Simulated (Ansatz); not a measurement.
# GdN (WC type): how the settings move a calculation

How sensitive is a calculation of GdN (WC type) to its settings? A reference run comes first, then two runs with altered input.

Program: Ansatz 0.2.0. Level of theory: reference: DFT LDA+U, scalar-relativistic, plane waves, PAW. These are calculated values, not measurements.

1 further run of the same task is left out (it didn't finish).

## Step 1: Starting point

It takes space group P-6m2 (No. 187, hexagonal). Conventional cell: a = 3.339 Å, b = 3.339 Å, c = 3.038 Å, α = 90.00°, β = 90.00°, γ = 120.00°. Gd (site symmetry -6m2) is surrounded by 6 N at 2.45 Å. Around N (site symmetry -6m2) lie 6 Gd at 2.45 Å.

Coordinates:

```
Gd N
1.0
     3.33942    0.00000    0.00000
    -1.66971    2.89203    0.00000
     0.00000    0.00000    3.03795
Gd N
1 1
Direct
  0.00000 0.00000 0.00000
  0.66667 0.33333 0.50000
```

## Step 2: Reference

The input, input.yaml:

```yaml
crystal:
  lattice:
    - [3.3394229375, 0.0, 0.0]
    - [-1.6697114688, 2.8920250979, 0.0]
    - [0.0, 0.0, 3.037947073]
  atoms:
    - { symbol: Gd, position: [0.0, 0.0, 0.0], spin: 7.61 }
    - { symbol: "N", position: [0.6666666667, 0.3333333333, 0.5] }
basis:
  ecutwfc: 420
  ecutrho_ratio: 4
kpoints:
  mp_grid: { grid: [10, 10, 10] }
hamiltonian:
  xc: lda
  hubbard:
    sites:
      - { species: Gd, l: f, u_eff: 6.0, starting_ns: start.occupation_matrices }
    ns_hold: { iters: 6 }
scf:
  occupations: { method: gaussian, width: 0.05 }
  lower_state_search: "off"
output:
  forces: true
  stress: true
  eigenvalues: true
  populations: true
magnetization:
  spin_polarized: true
relax:
  f_tol: 0.01
  max_steps: 40
  cell: { stress_tol: 0.1, fix: [volume] }
```

Started as:

```sh
ansatz run input.yaml --threads 4 --pin off --max-ram 9216MiB --backend cpu --events-out ev --progress --plain --runs-dir out
```

## Step 3: Changed: hubbard.sites [{species: Gd, l: f, u_eff: 4.0}], hubbard.double_counting amf, no typed starting occupations, lower_state_search left out

The input, input.yaml:

```yaml
crystal:
  lattice:
    - [3.339422937526, 2.886754436856e-11, 0.0]
    - [-1.669711468788, 2.892025097863, 0.0]
    - [0.0, 0.0, 3.037947073]
  atoms:
    - { symbol: Gd, position: [-3.700743415525e-17, 1.345246525752e-43, 0.0], spin: 7.0 }
    - { symbol: "N", position: [0.6666666666667, 0.3333333333333, 0.5] }
basis:
  ecutwfc: 420
  ecutrho_ratio: 4
kpoints:
  mp_grid: { grid: [10, 10, 10] }
hamiltonian:
  xc: lda
  hubbard: { sites: [{ species: Gd, l: f, u_eff: 4.0 }], double_counting: amf }
scf:
  occupations: { method: gaussian, width: 0.05 }
output:
  forces: true
  stress: true
magnetization:
  spin_polarized: true
```

## Step 4: Variant: mp_grid.grid [3, 3, 3], eigensolver.kind davidson, no typed starting occupations, lower_state_search left out

The input, input.yaml:

```yaml
crystal:
  lattice:
    - [3.339422937526, 2.886754436856e-11, 0.0]
    - [-1.669711468788, 2.892025097863, 0.0]
    - [0.0, 0.0, 3.037947073]
  atoms:
    - { symbol: Gd, position: [-3.700743415525e-17, 1.345246525752e-43, 0.0], spin: 7.0 }
    - { symbol: "N", position: [0.6666666666667, 0.3333333333333, 0.5] }
basis:
  ecutwfc: 420
  ecutrho_ratio: 4
kpoints:
  mp_grid: { grid: [3, 3, 3] }
hamiltonian:
  xc: lda
  hubbard: { sites: [{ species: Gd, l: f, u_eff: 6.0 }] }
scf:
  occupations: { method: gaussian, width: 0.05 }
  eigensolver: { kind: davidson }
output:
  forces: true
  stress: true
  write_density: true
  write_potential: true
  elf: true
  volumetric_format: npy
magnetization:
  spin_polarized: true
```

Q: Predict the outcome of this session. Wanted: for each run, ending; energy change; pressure; gap; abs. moment; force.

The runs gave:

| run | ending | energy change | pressure (GPa) | gap (eV) | abs. moment (μB) | force (eV/Å) | cycles | time |
| --- | --- | --- | --- | --- | --- | --- | --- | --- |
| reference | converged | 0 | 0.0 | 0.00 | 7.23 | 0.00 | - | 11 s |
| 1: hubbard.sites [{species: Gd, l: f, u_eff: 4.0}], hubbard.double_counting amf, no typed starting occupations, lower_state_search left out | converged | -152.7 meV/atom (U changed: no physical gain or loss) | -2.4 | 0.00 | 7.08 | 0.00 | 16 | 7 s |
| 2: mp_grid.grid [3, 3, 3], eigensolver.kind davidson, no typed starting occupations, lower_state_search left out | converged | +48.3 meV/atom | -0.3 | 0.06 | 7.18 | 0.00 | 11 | 1.6 s |

Times don't compare one to one where runs were asked for different outputs or read a saved state (see the inputs); cycles may leave out searches for a lower state.

What this shows: «mp_grid.grid [3, 3, 3], eigensolver.kind davidson, no typed starting occupations, lower_state_search left out» moves the energy by +48.3 meV/atom. A changed U is a change of model: its shifts are not errors of convergence.

Spin-orbit coupling is left out, though the cell holds Gd; it can move the gap.
